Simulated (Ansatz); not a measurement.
# C4H6F4: up Jacob's ladder to CCSD(T)

One table from this session's results is given with a row withheld; the runs are named, their logs left out.

Method: functionals in def2-TZVPP, the program's frozen cores in correlated methods; program: Ansatz 0.2.0, Gaussian basis.

Plan: LDA (SPW92), PBE-D4, revPBE-D4, BLYP-D4, r2SCAN-D4, B97M-V, PBE0-D4, B3LYP-D4, r2SCANh-D4, r2SCAN0-D4, HSE06-D4, BHLYP-D4, CAM-B3LYP-D4, LC-ωPBE, ωB97X-V, ωB97M-V, B2PLYP, PBE-QIDH; CCSD(T)/def2-SVP; CCSD(T)/def2-TZVPP; MP2/def2-QZVPP; extrapolation to the limit; RPA on PBE.

## Structure used throughout

An earlier PBE0-D4 in a triple-zeta def2 set relaxation fixed the geometry.

SMILES `C[C@H](F)[C@H](F)C(F)F`, 14 atoms, charge 0, spin multiplicity 1.

Atoms are counted from 1 here; the program's logs count them from 0.

Bond lengths: C1–C2 1.507 Å, C1–H9 1.090 Å, C1–H10 1.089 Å, C1–H11 1.092 Å, C2–F3 1.390 Å, C2–C4 1.517 Å, C2–H12 1.096 Å, C4–F5 1.379 Å, C4–C6 1.519 Å, C4–H13 1.096 Å, C6–F7 1.351 Å, C6–F8 1.356 Å, C6–H14 1.092 Å. Angles: C2–C1–H9 109.2°, C2–C1–H10 111.5°, C2–C1–H11 110.2°, H9–C1–H10 108.9°, H9–C1–H11 108.2°, H10–C1–H11 108.7°, C1–C2–F3 109.4°, C1–C2–C4 115.4°, C1–C2–H12 110.4°, F3–C2–C4 108.6°, F3–C2–H12 106.6°, C4–C2–H12 106.1°, C2–C4–F5 108.7°, C2–C4–C6 114.8°, C2–C4–H13 109.9°, F5–C4–C6 106.3°, F5–C4–H13 108.2°, C6–C4–H13 108.6° and more.

Coordinates:

```csv
atom,x (Å),y (Å),z (Å)
C1,0.1548,-1.6692,-0.4477
C2,0.8836,-0.4219,-0.0177
F3,1.1458,-0.4876,1.3453
C4,0.1678,0.8832,-0.3095
F5,1.0773,1.9157,-0.2231
C6,-0.9562,1.2228,0.6543
F7,-1.5112,2.3988,0.2889
F8,-1.9231,0.2748,0.5780
H9,0.7680,-2.5404,-0.2152
H10,-0.8039,-1.7670,0.0595
H11,-0.0195,-1.6521,-1.5258
H12,1.8551,-0.3549,-0.5196
H13,-0.2368,0.8672,-1.3275
H14,-0.6146,1.3013,1.6889
```

Set-up of the first run:

Contents of in.yaml:

```yaml
crystal:
  periodic: [false, false, false]
  atoms:
    - {symbol: C, position_ang: [0.154767, -1.669212, -0.447743]}
    - {symbol: C, position_ang: [0.883585, -0.421894, -0.017722]}
    - {symbol: F, position_ang: [1.145764, -0.487557, 1.345288]}
    - {symbol: C, position_ang: [0.167833, 0.883181, -0.309528]}
    - {symbol: F, position_ang: [1.077267, 1.915717, -0.223144]}
    - {symbol: C, position_ang: [-0.956237, 1.222767, 0.654341]}
    - {symbol: F, position_ang: [-1.511185, 2.398753, 0.288923]}
    - {symbol: F, position_ang: [-1.923051, 0.274822, 0.578011]}
    - {symbol: H, position_ang: [0.768023, -2.540422, -0.215167]}
    - {symbol: H, position_ang: [-0.803857, -1.766968, 0.059511]}
    - {symbol: H, position_ang: [-0.019469, -1.652135, -1.525764]}
    - {symbol: H, position_ang: [1.855114, -0.354862, -0.519567]}
    - {symbol: H, position_ang: [-0.236809, 0.867207, -1.327538]}
    - {symbol: H, position_ang: [-0.614643, 1.301301, 1.688901]}
basis:
  gaussian: {orbitals: def2-TZVPP}
hamiltonian: {xc: lda}
output: {orbitals: {seedname: orbitals}}
```

The run is started by

```
ansatz run in.yaml --threads 2 --pin off --events-out ev --progress --plain --max-ram 32768MiB --backend cuda --devices 0, --max-vram 18GiB
```

Among the steps run: LDA; PBE-D4 (GGA); revPBE-D4 (GGA); BLYP-D4 (GGA); r2SCAN-D4 (meta-GGA); B97M-V (meta-GGA); PBE0-D4 (hybrid); B3LYP-D4 (hybrid); r2SCANh-D4 (hybrid); r2SCAN0-D4 (hybrid); HSE06-D4 (hybrid); BHLYP-D4 (hybrid); CAM-B3LYP-D4 (range-separated); LC-ωPBE (range-separated); ωB97X-V (range-separated); ωB97M-V (range-separated); B2PLYP (double hybrid); PBE-QIDH (double hybrid).

One of the session's tables, all rows but one given; the rest of the session is left out.

```
  functional  HOMO (eV)  LUMO (eV)  gap (eV)
 LDA (SPW92)      -7.86      -0.20      7.66
      PBE-D4      -7.69       0.08      7.77
   revPBE-D4      -7.62       0.19      7.81
     BLYP-D4      -7.67       0.11      7.78
   r2SCAN-D4      -8.07       0.58      8.65
      B97M-V          ?          ?         ?
     PBE0-D4      -9.41       1.00     10.41
    B3LYP-D4      -9.22       0.65      9.87
  r2SCANh-D4      -8.71       0.95      9.65
  r2SCAN0-D4      -9.66       1.43     11.09
    HSE06-D4      -9.00       0.63      9.63
    BHLYP-D4     -11.11       1.63     12.74
CAM-B3LYP-D4     -10.95       1.79     12.74
     LC-ωPBE     -12.20       3.11     15.31
     ωB97X-V     -11.89       2.92     14.81
     ωB97M-V     -11.79       2.50     14.29
```

**Question.** Estimate the row for B97M-V.

As computed: HOMO (eV): -8.25; LUMO (eV): 0.31; gap (eV): 8.56. In the column «HOMO (eV)» it lies between r2SCANh-D4 (-8.71) and r2SCAN-D4 (-8.07).
